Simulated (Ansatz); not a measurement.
# C6H15ClGeO3: the cost of one run

Method: one geometry, several basis sets; program: Ansatz 0.2.0, Gaussian basis.

The runs, in order: PBE0-D4/def2-SVP; ωB97M-V/def2-SVP; PBE0-D4/def2-QZVPP; ωB97M-V/def2-QZVPP; the functionals' def2-TZVPP values are taken from earlier runs.

## (1) Structure used throughout

The geometry comes from an earlier relaxation with PBE0-D4 in a triple-zeta def2 set; it is a stationary point, not always the lowest conformer.

26 atoms, charge 0, spin multiplicity 1.

Atoms are counted from 1 here; the program's logs count them from 0.

Bond lengths: C1–C2 1.507 Å, C1–H12 1.093 Å, C1–H13 1.092 Å, C1–H14 1.092 Å, C2–O3 1.422 Å, C2–H15 1.097 Å, C2–H16 1.097 Å, O3–Ge4 1.755 Å, Ge4–Cl5 2.133 Å, Ge4–O6 1.747 Å, Ge4–O9 1.745 Å, O6–C7 1.426 Å, C7–C8 1.507 Å, C7–H17 1.098 Å, C7–H18 1.096 Å, C8–H19 1.093 Å, C8–H20 1.092 Å, C8–H21 1.092 Å and more. Angles: C2–C1–H12 110.3°, C2–C1–H13 110.5°, C2–C1–H14 110.6°, H12–C1–H13 108.5°, H12–C1–H14 108.5°, H13–C1–H14 108.4°, C1–C2–O3 108.5°, C1–C2–H15 110.4°, C1–C2–H16 110.4°, O3–C2–H15 110.0°, O3–C2–H16 110.1°, H15–C2–H16 107.4°, C2–O3–Ge4 120.5°, O3–Ge4–Cl5 109.7°, O3–Ge4–O6 113.0°, O3–Ge4–O9 106.9°, Cl5–Ge4–O6 106.1°, Cl5–Ge4–O9 112.3° and more.

## (2) PBE0-D4 in def2-SVP

in.yaml

```yaml
crystal:
  periodic: [false, false, false]
  atoms:
    - {symbol: C, position_ang: [-0.273989, 2.227400, -2.871377]}
    - {symbol: C, position_ang: [-0.653384, 2.046752, -1.423758]}
    - {symbol: O, position_ang: [0.169175, 1.030013, -0.865419]}
    - {symbol: Ge, position_ang: [-0.021359, 0.550098, 0.811652]}
    - {symbol: Cl, position_ang: [0.080987, 2.271416, 2.067351]}
    - {symbol: O, position_ang: [-1.567087, -0.195898, 1.137348]}
    - {symbol: C, position_ang: [-1.876667, -1.434568, 0.501600]}
    - {symbol: C, position_ang: [-3.288792, -1.813104, 0.866875]}
    - {symbol: O, position_ang: [1.247303, -0.596941, 1.156921]}
    - {symbol: C, position_ang: [2.607116, -0.261086, 0.898425]}
    - {symbol: C, position_ang: [3.462000, -1.458827, 1.223320]}
    - {symbol: H, position_ang: [-0.889232, 3.005504, -3.329616]}
    - {symbol: H, position_ang: [0.774462, 2.518987, -2.958560]}
    - {symbol: H, position_ang: [-0.419791, 1.298579, -3.426353]}
    - {symbol: H, position_ang: [-0.516218, 2.984774, -0.872415]}
    - {symbol: H, position_ang: [-1.710821, 1.766132, -1.337809]}
    - {symbol: H, position_ang: [-1.776362, -1.337133, -0.586986]}
    - {symbol: H, position_ang: [-1.172682, -2.207223, 0.830867]}
    - {symbol: H, position_ang: [-3.558283, -2.763772, 0.400265]}
    - {symbol: H, position_ang: [-3.388173, -1.917036, 1.948915]}
    - {symbol: H, position_ang: [-3.991561, -1.048922, 0.529227]}
    - {symbol: H, position_ang: [2.901685, 0.596515, 1.516041]}
    - {symbol: H, position_ang: [2.728594, 0.026545, -0.152122]}
    - {symbol: H, position_ang: [4.515238, -1.231663, 1.041412]}
    - {symbol: H, position_ang: [3.344149, -1.741240, 2.271194]}
    - {symbol: H, position_ang: [3.179591, -2.311401, 0.602604]}
basis:
  gaussian: {orbitals: def2-SVP}
hamiltonian: {xc: pbe0, dispersion: d4}
output: {orbitals: {seedname: orbitals}}
```

The run is started by

```bash
$ ansatz run in.yaml --threads 11 --pin off --events-out ev --progress --plain --max-ram 120832MiB --backend cpu
```

What time and memory should one allow on 11 threads of AMD EPYC 7R13, shared host?

About 3.2 s, with a peak of 1.4 GiB.
